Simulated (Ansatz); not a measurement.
# Ga: the cost of one run

Method: DFT r2SCAN, scalar-relativistic, plane waves, PAW, in Ansatz 0.2.0.

### 1 Starting point

It takes space group Cmcm (No. 63, orthorhombic). Conventional cell: a = 2.900 Å, b = 8.130 Å, c = 3.170 Å, α = 90.00°, β = 90.00°, γ = 90.00°. Around Ga (site symmetry m2m) lie 8 Ga at 2.68 to 2.90 Å.

As a file:

```
Ga
1.0
     1.45000   -4.06500    0.00000
     1.45000    4.06500    0.00000
     0.00000    0.00000    3.17000
Ga
2
Direct
  0.86700 0.13300 0.25000
  0.13300 0.86700 0.75000
```

No relaxation comes first: the listed cell is the starting point.

### 2 The reference: the undisturbed cell on the scan's mesh

input.yaml

```yaml
crystal:
  lattice:
    - [1.45, -4.065, 0.0]
    - [1.45, 4.065, 0.0]
    - [0.0, 0.0, 3.17]
  atoms:
    - { symbol: Ga, position: [0.867, 0.133, 0.25] }
    - { symbol: Ga, position: [0.133, 0.867, 0.75] }
basis:
  ecutwfc: 500
kpoints:
  mp_grid: { grid: [18, 18, 16] }
hamiltonian:
  xc: r2scan
scf:
  occupations: { method: gaussian, width: 0.15 }
output:
  forces: true
  stress: true
  eigenvalues: true
```

Command:

```sh
ansatz run input.yaml --threads 1 --pin off --max-ram 2560MiB --backend cpu --events-out ev --progress --plain --runs-dir out
```

**Question.** How long does this run take on 1 thread of Arm Neoverse V1, shared host, and how much memory does it need?

About 66 s, with a peak of 0.85 GiB.
